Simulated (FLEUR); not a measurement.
# BiTe (Fm-3m) in FLEUR: convergence with k mesh

Aim: find how far k mesh must go before the results for BiTe settle, at LDA. This setting moves, with any that are tied to it; all else stays.

Program: FLEUR MaX-R8.1 (later development tree). These are calculated values, not measurements. Logs are shortened: lines on timing, memory, paths and dates and some standing lists are left out, and cuts for length are marked.

## Step 1: Starting point

The structure is cubic, space group Fm-3m (No. 225). Conventional cell: a = 6.470 Å, b = 6.470 Å, c = 6.470 Å, α = 90.00°, β = 90.00°, γ = 90.00°. Bi (site symmetry m-3m) has 6 Te at 3.23 Å as nearest neighbours. Te (site symmetry m-3m) has 6 Bi at 3.23 Å as nearest neighbours.

## Step 2: With k mesh 2 × 2 × 2

Input file inp.xml:

```xml
<?xml version="1.0" encoding="UTF-8" standalone="no"?>
<fleurInput fleurInputVersion="0.39">
   <comment>
      BiTe                                                                                                
   </comment>
   <calculationSetup>
      <cutoffs Kmax="4.1" Gmax="12.7" GmaxXC="12.7" numbands="0"/>
      <scfLoop itmax="60" minDistance="0.00001" maxIterBroyd="15" imix="Anderson" alpha="0.05" precondParam="0.0" spinf="2.0" sdNocoIR="T"/>
      <coreElectrons ctail="T" frcor="F" kcrel="0" coretail_lmax="0"/>
      <xcFunctional name="vwn" relativisticCorrections="F"/>
      <magnetism jspins="1"/>
      <soc l_soc="F" theta="0.0" phi="0.0" spav="F"/>
      <expertModes spex="0" secvar="F"/>
      <geometryOptimization l_f="T" forcealpha="1.0" forcemix="BFGS" epsdisp="0.0005" epsforce="0.0002"/>
      <ldaU l_linMix="F" mixParam="0.05" spinf="1.0"/>
   </calculationSetup>
   <cell>
      <bzIntegration valenceElectrons="43.0" mode="hist" fermiSmearingEnergy="0.00183747">
         <kPointListSelection listName="default-1"/>
         <!-- k-points included here -->
         <xi:include xmlns:xi="http://www.w3.org/2001/XInclude" href="kpts.xml"> </xi:include>
      </bzIntegration>
      <!-- symmetry operations included here -->
      <xi:include xmlns:xi="http://www.w3.org/2001/XInclude" href="sym.xml"> </xi:include>
      <bulkLattice scale="1.0">
         <bravaisMatrix>
            <row-1>    0.0000000000000000     6.1132640130809994     6.1132640130809994</row-1>
            <row-2>    6.1132640130809994     0.0000000000000000     6.1132640130809994</row-2>
            <row-3>    6.1132640130809994     6.1132640130809994     0.0000000000000000</row-3>
         </bravaisMatrix>
      </bulkLattice>
   </cell>
   <atomSpecies>
      <species name="Bismuth (Bi)" element="Bi" atomicNumber="83">
         <mtSphere radius="2.66" gridPoints="879" logIncrement="0.015"/>
         <atomicCutoffs lmax="10" lnonsphr="10"/>
         <electronConfig flipSpins="F">
            <coreConfig>(1s1/2) (2s1/2) (2p1/2) (2p3/2) (3s1/2) (3p1/2) (3p3/2) (4s1/2) (3d3/2) (3d5/2) (4p1/2) (4p3/2) (5s1/2) (4d3/2) (4d5/2) (4f5/2) (4f7/2)</coreConfig>
            <valenceConfig>(5p1/2) (5p3/2) (6s1/2) (5d3/2) (5d5/2) (6p1/2) (6p3/2)</valenceConfig>
            <stateOccupation state="(6p1/2)" spinUp="0.500000" spinDown="0.500000"/>
            <stateOccupation state="(6p3/2)" spinUp="1.000000" spinDown="1.000000"/>
         </electronConfig>
         <energyParameters s="6" p="6" d="5" f="5"/>
         <lo type="SCLO" l="1" n="5" eDeriv="0"/>
         <lo type="SCLO" l="1" n="5" eDeriv="1"/>
         <lo type="SCLO" l="0" n="6" eDeriv="2"/>
         <lo type="SCLO" l="2" n="5" eDeriv="2"/>
         <lo type="SCLO" l="3" n="5" eDeriv="2"/>
      </species>
      <species name="Tellurium (Te)" element="Te" atomicNumber="52">
         <mtSphere radius="2.66" gridPoints="879" logIncrement="0.015"/>
         <atomicCutoffs lmax="10" lnonsphr="10"/>
         <electronConfig flipSpins="F">
            <coreConfig>(1s1/2) (2s1/2) (2p1/2) (2p3/2) (3s1/2) (3p1/2) (3p3/2) (4s1/2) (3d3/2) (3d5/2)</coreConfig>
            <valenceConfig>(4p1/2) (4p3/2) (5s1/2) (4d3/2) (4d5/2) (5p1/2) (5p3/2)</valenceConfig>
            <stateOccupation state="(5p1/2)" spinUp="0.666667" spinDown="0.666667"/>
            <stateOccupation state="(5p3/2)" spinUp="1.333333" spinDown="1.333333"/>
         </electronConfig>
         <energyParameters s="5" p="5" d="5" f="4"/>
         <lo type="SCLO" l="1" n="4" eDeriv="0"/>
         <lo type="SCLO" l="1" n="4" eDeriv="1"/>
         <lo type="SCLO" l="2" n="4" eDeriv="0"/>
         <lo type="SCLO" l="2" n="4" eDeriv="1"/>
         <lo type="SCLO" l="0" n="5" eDeriv="2"/>
         <lo type="SCLO" l="3" n="4" eDeriv="2"/>
      </species>
   </atomSpecies>
   <atomGroups>
      <atomGroup species="Bismuth (Bi)">
         <relPos label="                   1">.0000000000 .0000000000 .0000000000</relPos>
         <force calculate="T" relaxXYZ="TTT"/>
      </atomGroup>
      <atomGroup species="Tellurium (Te)">
         <relPos label="                   2">1.000/2.000 1.000/2.000 1.000/2.000</relPos>
         <force calculate="T" relaxXYZ="TTT"/>
      </atomGroup>
   </atomGroups>
   <output dos="F" band="F" slice="F">
      <checks vchk="F" cdinf="F"/>
      <bandDOS minEnergy="-.5*Htr" maxEnergy="0.5*Htr" sigma="0.015" storeEVData="T"/>
      <vacuumDOS vacdos="F" integ="F" star="F" nstars="0" locx1="0.0" locy1="0.0" locx2="0.0" locy2="0.0" nstm="0" tworkf="0.0"/>
      <unfoldingBand unfoldBand="F" supercellX="1" supercellY="1" supercellZ="1"/>
      <plotting iplot="0" polar="F">
         <plot TwoD="T" vec1="  1.0  0.0  0.0" vec2="  0.0  1.0  0.0" vec3="  0.0  0.0  1.0" zero="  0.0  0.0  0.0" file="plot"/>
      </plotting>
      <chargeDensitySlicing numkpt="0" minEigenval="0.0" maxEigenval="0.0" nnne="0" pallst="F"/>
      <specialOutput eonly="F"/>
      <moessbauerParams electricFieldGradient="T" isomerShift="T" coreHyperfine="T" valenceHyperfine="T"/>
      <magneticCircularDichroism mcd="F" energyLo="-10.0" energyUp="0.0"/>
   </output>
  <!-- We include the file relax.xml here to enable relaxations (see documentation) -->
  <xi:include xmlns:xi="http://www.w3.org/2001/XInclude" href="relax.xml"> <xi:fallback/> </xi:include>
</fleurInput>
```

Input file crystal.txt:

```
BiTe
&input cartesian=F /
0.0000000000  3.2350000000  3.2350000000
3.2350000000  0.0000000000  3.2350000000
3.2350000000  3.2350000000  0.0000000000
1.8897261246
1.0 1.0 1.0

2
83 0.0000000000  0.0000000000  0.0000000000
52 0.5000000000  0.5000000000  0.5000000000

&kpt div1=2 div2=2 div3=2 gamma=T /
```

Potentials or basis: all-electron, FLAPW.

Started as:

```console
> inpgen -f crystal.txt -profile fastHighL
> # inp.xml edited to the form shown
> fleur_MPI
```

It took 18 s on 1 thread of Arm Neoverse V2, shared host; peak memory 0.07 GiB.

Results:

```yaml
Free_energy: -771737.8572 eV
Band_gap_on_the_k_mesh: none (metal or under the smearing width)
Valence_electrons_inside_the_program's_atomic_spheres: Bi 18.66; Te 20.21 (radii Bi 2.66, Te 2.66 bohr)
```

## Step 3: With k mesh 3 × 3 × 3

inp.xml is that of step 2.

Changes to crystal.txt since step 2:

```diff
@@ -12,2 +12,2 @@
 
-&kpt div1=2 div2=2 div3=2 gamma=T /
+&kpt div1=3 div2=3 div3=3 gamma=T /
```

Potentials or basis: all-electron, FLAPW.

Started as:

```console
> inpgen -f crystal.txt -profile fastHighL
> # inp.xml edited to the form shown
> fleur_MPI
```

Run time: 18 s. Hardware: 1 thread of Arm Neoverse V2, shared host; peak memory 0.07 GiB.

What came out:

```yaml
Free_energy: -771739.2314 eV
Band_gap_on_the_k_mesh: none (metal or under the smearing width)
Valence_electrons_inside_the_program's_atomic_spheres: Bi 18.75; Te 20.06 (radii Bi 2.66, Te 2.66 bohr)
```

## Step 4: With k mesh 4 × 4 × 4

inp.xml is that of step 3.

Changes to crystal.txt since step 3:

```diff
@@ -12,2 +12,2 @@
 
-&kpt div1=3 div2=3 div3=3 gamma=T /
+&kpt div1=4 div2=4 div3=4 gamma=T /
```

Started as:

```console
> inpgen -f crystal.txt -profile fastHighL
> # inp.xml edited to the form shown
> fleur_MPI
```

Wall time 30 s (1 thread of Arm Neoverse V2, shared host); peak memory 0.07 GiB.

What came out:

```
Free energy                                           : -771739.3853 eV
Band gap on the k mesh                                : none (metal or under the smearing width)
Valence electrons inside the program's atomic spheres : Bi 18.77; Te 20.06 (radii Bi 2.66, Te 2.66 bohr)
```

## Step 5: With k mesh 5 × 5 × 5

inp.xml is that of step 4.

Changes to crystal.txt since step 4:

```diff
@@ -12,2 +12,2 @@
 
-&kpt div1=4 div2=4 div3=4 gamma=T /
+&kpt div1=5 div2=5 div3=5 gamma=T /
```

Started as:

```console
> inpgen -f crystal.txt -profile fastHighL
> # inp.xml edited to the form shown
> fleur_MPI
```

Run time: 34 s. Hardware: 1 thread of Arm Neoverse V2, shared host; peak memory 0.07 GiB.

Results:

```yaml
Free_energy: -771739.3589 eV
Band_gap_on_the_k_mesh: none (metal or under the smearing width)
Valence_electrons_inside_the_program's_atomic_spheres: Bi 18.77; Te 20.06 (radii Bi 2.66, Te 2.66 bohr)
```

## Step 6: With k mesh 6 × 6 × 6

inp.xml is that of step 5.

Changes to crystal.txt since step 5:

```diff
@@ -12,2 +12,2 @@
 
-&kpt div1=5 div2=5 div3=5 gamma=T /
+&kpt div1=6 div2=6 div3=6 gamma=T /
```

Potentials or basis: all-electron, FLAPW.

Started as:

```console
> inpgen -f crystal.txt -profile fastHighL
> # inp.xml edited to the form shown
> fleur_MPI
```

Run time: 55 s. Hardware: 1 thread of Arm Neoverse V2, shared host; peak memory 0.07 GiB.

What came out:

* Free energy: -771739.3507 eV
* Band gap on the k mesh: none (metal or under the smearing width)
* Valence electrons inside the program's atomic spheres: Bi 18.77; Te 20.06 (radii Bi 2.66, Te 2.66 bohr)

## Step 7: With k mesh 7 × 7 × 7

inp.xml is that of step 6.

Changes to crystal.txt since step 6:

```diff
@@ -12,2 +12,2 @@
 
-&kpt div1=6 div2=6 div3=6 gamma=T /
+&kpt div1=7 div2=7 div3=7 gamma=T /
```

Started as:

```console
> inpgen -f crystal.txt -profile fastHighL
> # inp.xml edited to the form shown
> fleur_MPI
```

Run time: 65 s. Hardware: 1 thread of Arm Neoverse V2, shared host; peak memory 0.07 GiB.

Results:

| Property | Result |
| --- | --- |
| Free energy | -771739.3357 eV |
| Band gap on the k mesh | none (metal or under the smearing width) |
| Valence electrons inside the program's atomic spheres | Bi 18.77; Te 20.06 (radii Bi 2.66, Te 2.66 bohr) |

## Step 8: With k mesh 9 × 9 × 9

inp.xml is that of step 7.

Changes to crystal.txt since step 7:

```diff
@@ -12,2 +12,2 @@
 
-&kpt div1=7 div2=7 div3=7 gamma=T /
+&kpt div1=9 div2=9 div3=9 gamma=T /
```

Started as:

```console
> inpgen -f crystal.txt -profile fastHighL
> # inp.xml edited to the form shown
> fleur_MPI
```

Run time: 1.7 min. Hardware: 1 thread of Arm Neoverse V2, shared host; peak memory 0.07 GiB.

What came out:

| Property | Result |
| --- | --- |
| Free energy | -771739.3512 eV |
| Band gap on the k mesh | none (metal or under the smearing width) |
| Valence electrons inside the program's atomic spheres | Bi 18.77; Te 20.06 (radii Bi 2.66, Te 2.66 bohr) |

## Step 9: With k mesh 10 × 10 × 10

inp.xml is that of step 8.

Changes to crystal.txt since step 8:

```diff
@@ -12,2 +12,2 @@
 
-&kpt div1=9 div2=9 div3=9 gamma=T /
+&kpt div1=10 div2=10 div3=10 gamma=T /
```

Potentials or basis: all-electron, FLAPW.

Started as:

```console
> inpgen -f crystal.txt -profile fastHighL
> # inp.xml edited to the form shown
> fleur_MPI
```

Standard output:

```text
Welcome to FLEUR        (www.flapw.de)
      MaX-Release 8.1          (www.max-centre.eu)

 ========== k-point set info ==========
 Selected k-point list: default-1
 k-point list type: mesh
 10 x 10 x 10
 Number of k points: 47

 ------------Calculation Setup---------------------------
 Number of MPI-tasks      :            1
 Number of PE/node        :            1
 Number of OMP-threads    :            1
 Most efficient MPI parallelization for:
           1          47
 Additional eigenvalue parallelization possible
 Number of basis functions:          628
 Approximate size of matrices (H+S) per k-point:         0.006 GB
 --------------------------------------------------------
 Iteration:     1   Distance:       9.08312583 me/bohr^3
 Iteration:     2   Distance:       8.53295448 me/bohr^3
 Iteration:     3   Distance:       3.05291466 me/bohr^3
 Iteration:     4   Distance:       0.83549425 me/bohr^3
 Iteration:     5   Distance:       0.65788073 me/bohr^3
 Iteration:     6   Distance:       0.09556927 me/bohr^3
 Iteration:     7   Distance:       0.04911111 me/bohr^3
 Iteration:     8   Distance:       0.03184152 me/bohr^3
 Iteration:     9   Distance:       0.00183690 me/bohr^3
 Iteration:    10   Distance:       0.00198837 me/bohr^3
 Iteration:    11   Distance:       0.00064346 me/bohr^3
 Iteration:    12   Distance:       0.00007500 me/bohr^3
 Iteration:    13   Distance:       0.00000962 me/bohr^3

 ********************************************************************
 Run finished successfully
 Stop message:
   Structural relaxation: Done
 ********************************************************************
```

out.xml (last iteration):

```text
<iteration numberForCurrentRun="   14" overallNumber="   14">
         <energyParameters units="Htr">
            <atomicEP atomType="1" spin="1" branch="6s" branchLowest="-5.40" branchHighest="0.36" value="-0.1727289439"/>
            <atomicEP atomType="1" spin="1" branch="6p" branchLowest="-3.12" branchHighest="1.21" value="0.1552280932"/>
            <atomicEP atomType="1" spin="1" branch="5d" branchLowest="-15.36" branchHighest="-0.55" value="-0.5567246491"/>
            <atomicEP atomType="1" spin="1" branch="5f" branchLowest="-5.22" branchHighest="1.71" value="0.5118113161"/>
            <loAtomicEP atomType="1" spin="1" branch="5p" branchLowest="-24.56" branchHighest="-3.12" value="-3.1918358632"/>
            <loAtomicEP atomType="1" spin="1" branch="5p" branchLowest="-24.56" branchHighest="-3.12" value="-3.1918358632"/>
            <loAtomicEP atomType="1" spin="1" branch="6s" branchLowest="-5.40" branchHighest="0.36" value="-0.1727289439"/>
            <loAtomicEP atomType="1" spin="1" branch="5d" branchLowest="-15.36" branchHighest="-0.55" value="-0.5936723292"/>
            <loAtomicEP atomType="1" spin="1" branch="5f" branchLowest="-5.22" branchHighest="1.71" value="0.5117946355"/>
            <atomicEP atomType="2" spin="1" branch="5s" branchLowest="-5.61" branchHighest="0.28" value="-0.1816372005"/>
            <atomicEP atomType="2" spin="1" branch="5p" branchLowest="-3.78" branchHighest="0.91" value="0.1252689351"/>
            <atomicEP atomType="2" spin="1" branch="5d" branchLowest="-1.10" branchHighest="2.00" value="0.3774571740"/>
            <atomicEP atomType="2" spin="1" branch="4f" branchLowest="-9.99" branchHighest="1.51" value="0.5359148343"/>
            <loAtomicEP atomType="2" spin="1" branch="4p" branchLowest="-29.08" branchHighest="-3.78" value="-3.7891651628"/>
            <loAtomicEP atomType="2" spin="1" branch="4p" branchLowest="-29.08" branchHighest="-3.78" value="-3.7891651628"/>
            <loAtomicEP atomType="2" spin="1" branch="4d" branchLowest="-20.16" branchHighest="-1.10" value="-1.1134895848"/>
            <loAtomicEP atomType="2" spin="1" branch="4d" branchLowest="-20.16" branchHighest="-1.10" value="-1.1134895848"/>
            <loAtomicEP atomType="2" spin="1" branch="5s" branchLowest="-5.61" branchHighest="0.28" value="-0.1816372005"/>
            <loAtomicEP atomType="2" spin="1" branch="4f" branchLowest="-9.99" branchHighest="1.51" value="0.5359146915"/>
         </energyParameters>
         <eigenvalues>
            <eigenvaluesAt spin="1" ikpt="1" k_x="0.00000000" k_y="0.00000000" k_z="0.00000000">
                      -3.7774410886       -3.7774410886       -3.7774410886       -3.1180568121       -3.1180568121
                      -3.1180568121       -1.1167071060       -1.1167071060       -1.1166001165       -1.1166001165
                      -1.1166001165       -0.5984111849       -0.5984111849       -0.5981382862       -0.5981382862
                      -0.5981382862       -0.2508107037       -0.0554882478        0.1552104995        0.1552104995
                       0.1552104995        0.3257228088        0.3257228088        0.3257228088        0.4222767470
                       0.4222767470        0.4222767470        0.4695642309        0.4871223019        0.4983611143
                       0.4983611143        0.8729853820        0.8729853820
            </eigenvaluesAt>
[... 83 lines left out ...]
               <shell n="4" l="1" isomerShift="2286.91028"/>
               <shell n="5" l="0" isomerShift="5527.47894"/>
               <shell n="4" l="2" isomerShift="0.00105"/>
               <shell n="4" l="3" isomerShift="0.00000"/>
            </coreIsomerShift>
            <coreIsomerShift atomType="2" isTotal="231267.11630">
               <shell n="1" l="0" isomerShift="200865.35920"/>
               <shell n="2" l="0" isomerShift="23911.68338"/>
               <shell n="2" l="1" isomerShift="630.31440"/>
               <shell n="3" l="0" isomerShift="4721.55407"/>
               <shell n="3" l="1" isomerShift="135.08972"/>
               <shell n="4" l="0" isomerShift="1003.11551"/>
               <shell n="3" l="2" isomerShift="0.00003"/>
            </coreIsomerShift>
            <isomerShift atomType="1" nucleusRadius="0.0001402" averageDensity="3249265.80461"/>
            <isomerShift atomType="2" nucleusRadius="0.0001189" averageDensity="231393.32856"/>
            <electricFieldGradient atomType="1" VXX="0.00000" VYY="0.00000" VZZ="0.00000" asymParam="0.00000">
            </electricFieldGradient>
            <electricFieldGradient atomType="2" VXX="0.00000" VYY="0.00000" VZZ="0.00000" asymParam="0.00000">
            </electricFieldGradient>
         </moessbauerParams>
         <totalEnergy                                    value="   -28360.8977997261" units="Htr">
            <sumOfEigenvalues                            value="   -17491.3970227982">
               <coreElectrons value="-17433.2347355893"/>
               <valenceElectrons value="-58.1622872090"/>
            </sumOfEigenvalues>
            <densityCoulombPotentialIntegral value="-49151.0134713232"/>
            <densityEffectivePotentialIntegral value="-49891.0937719327"/>
            <chargeDenXCDenIntegral value="-557.5900997734"/>
            <FockExchangeEnergyValence value="0.0000000000"/>
            <FockExchangeEnergyCore value="0.0000000000"/>
            <atomTypeDependentContributions atomType="1">
               <electronNucleiInteractionDifferentMTs value="27323.1538881331"/>
               <MadelungTerm value="-42.9691896295"/>
            </atomTypeDependentContributions>
            <atomTypeDependentContributions atomType="2">
               <electronNucleiInteractionDifferentMTs value="8236.3887668432"/>
               <MadelungTerm value="-24.9858688199"/>
            </atomTypeDependentContributions>
            <tkbTimesEntropy value="0.0004449026"/>
            <freeEnergy value="-28360.8982446287"/>
            <extrapolationTo0K value="-28360.8980221774"/>
         </totalEnergy>
         <totalForcesOnRepresentativeAtoms units="Htr/bohr">
            <forceTotal atomType="1" x="0.000000" y="0.000000" z="0.000000" F_x="0.00000000" F_y="0.00000000" F_z="0.00000000"/>
            <forceTotal atomType="2" x="6.113264" y="6.113264" z="6.113264" F_x="0.00000000" F_y="0.00000000" F_z="0.00000000"/>
         </totalForcesOnRepresentativeAtoms>
      </iteration>
```

Run time: 2.1 min. Hardware: 1 thread of Arm Neoverse V2, shared host; peak memory 0.07 GiB.

Results:

| Quantity | Value |
| --- | --- |
| Free energy | -771739.3564 eV |
| Band gap on the k mesh | none (metal or under the smearing width) |
| Valence electrons inside the program's atomic spheres | Bi 18.77; Te 20.06 (radii Bi 2.66, Te 2.66 bohr) |

## Step 10: The series at a glance

```
      k mesh  energy less the tightest run, at zero smearing (meV/atom)  SCF cycles  CPU time (s)  peak memory (GiB)
   2 × 2 × 2                                                     768.04          18            18               0.07
   3 × 3 × 3                                                      70.00          15            18               0.07
   4 × 4 × 4                                                     -11.33          15            30               0.07
   5 × 5 × 5                                                      -0.54          14            34               0.07
   6 × 6 × 6                                                       4.22          15            55               0.07
   7 × 7 × 7                                                      12.63          15            65               0.07
   9 × 9 × 9                                                       2.91          14           100               0.07
10 × 10 × 10                                                       0.00          14           130               0.07
```

Not settled before the last step: the energy (to 1 meV/atom). Meshes of other sizes hit other points, so gaps and Fermi surfaces needn't settle smoothly. The tightest run that finished is the yardstick and may itself not be fully converged.

Caveats: spin-orbit coupling is left out, which moves the levels of the heavy elements.
